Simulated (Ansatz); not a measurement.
# C₂H₅FGeO₂Si: relaxing the structure

The task is to find a stationary geometry of C₂H₅FGeO₂Si.

Method: RKS PBE0-D4/def2-TZVP; program: Ansatz 0.2.0, Gaussian basis.

The runs, in order: relaxation at PBE0-D4/def2-TZVP.

1 further run of the same task is left out (set aside as unsound or not needed).

**1. The starting structure**

12 atoms, charge 0, spin multiplicity 1.

Atoms are counted from 1 here; the program's logs count them from 0.

Bond lengths: O1–Ge2 1.738 Å, O1–H8 0.954 Å, Ge2–C3 1.910 Å, Ge2–H9 1.507 Å, Ge2–H10 1.491 Å, C3–C4 1.210 Å, C4–Si5 1.852 Å, Si5–O6 1.614 Å, Si5–F7 1.613 Å, Si5–H11 1.444 Å, O6–H12 0.954 Å. Angles: Ge2–O1–H8 118.3°, O1–Ge2–C3 109.4°, O1–Ge2–H9 109.8°, O1–Ge2–H10 102.3°, C3–Ge2–H9 109.1°, C3–Ge2–H10 112.2°, H9–Ge2–H10 113.7°, Ge2–C3–C4 178.9°, C3–C4–Si5 179.6°, C4–Si5–O6 113.0°, C4–Si5–F7 105.4°, C4–Si5–H11 115.7°, O6–Si5–F7 107.9°, O6–Si5–H11 105.5°, F7–Si5–H11 109.1°, Si5–O6–H12 123.0°.

As a file:

```
atom    x (Å)    y (Å)    z (Å)
  O1   3.1785   0.4669  -0.8565
 Ge2   1.7327   0.4235  -1.8206
  C3   0.2225   0.1403  -0.6856
  C4  -0.7197  -0.0415   0.0523
 Si5  -2.1692  -0.3106   1.1740
  O6  -1.7402  -0.5532   2.7111
  F7  -2.8807  -1.6568   0.6403
  H8   3.2350   1.1095  -0.1532
  H9   1.5651   1.7326  -2.5486
 H10   1.9865  -0.7366  -2.7227
 H11  -3.1414   0.7560   1.2075
 H12  -1.2692  -1.3300   3.0020
```

The start is a GFN2-xTB geometry.

**2. Relaxation at PBE0-D4/def2-TZVP**

File in.yaml:

```yaml
crystal:
  periodic: [false, false, false]
  atoms:
    - {symbol: O, position_ang: [3.178500, 0.466860, -0.856530]}
    - {symbol: Ge, position_ang: [1.732680, 0.423480, -1.820620]}
    - {symbol: C, position_ang: [0.222490, 0.140250, -0.685590]}
    - {symbol: C, position_ang: [-0.719700, -0.041470, 0.052310]}
    - {symbol: Si, position_ang: [-2.169170, -0.310630, 1.173990]}
    - {symbol: O, position_ang: [-1.740210, -0.553160, 2.711140]}
    - {symbol: F, position_ang: [-2.880650, -1.656830, 0.640300]}
    - {symbol: H, position_ang: [3.235020, 1.109490, -0.153220]}
    - {symbol: H, position_ang: [1.565140, 1.732640, -2.548590]}
    - {symbol: H, position_ang: [1.986490, -0.736630, -2.722700]}
    - {symbol: H, position_ang: [-3.141360, 0.756010, 1.207540]}
    - {symbol: H, position_ang: [-1.269220, -1.329980, 3.001960]}
basis:
  gaussian: {orbitals: def2-TZVP}
hamiltonian: {xc: pbe0, dispersion: d4}
relax: {f_tol: 0.005, max_steps: 150}
```

Command:

```bash
ansatz run in.yaml --threads 2 --pin off --events-out ev --progress --plain --max-ram 22528MiB --backend cuda --devices 0, --max-vram 18GiB
```

**Question.** What will the summary of the whole plan be? Wanted: point group; shift from the start; total energy; dispersion term; dipole moment.

The runs gave:

| quantity | value |
| --- | --- |
| point group | C1 |
| steps | 22 |
| shift from the start (rms) | 0.271 Å |
| total energy | -73348.9260 eV |
| dispersion term | -235 meV |
| dipole moment | 1.46 D |

**Reading.** The relaxed geometry lies 0.27 Å (rms) from the start; the bond that changed most is O1–Ge2, from 1.738 to 1.775 Å. No vibrations were run, so it is not proven to be a minimum. The largest Mulliken charge, +0.70 e, sits on Si5.
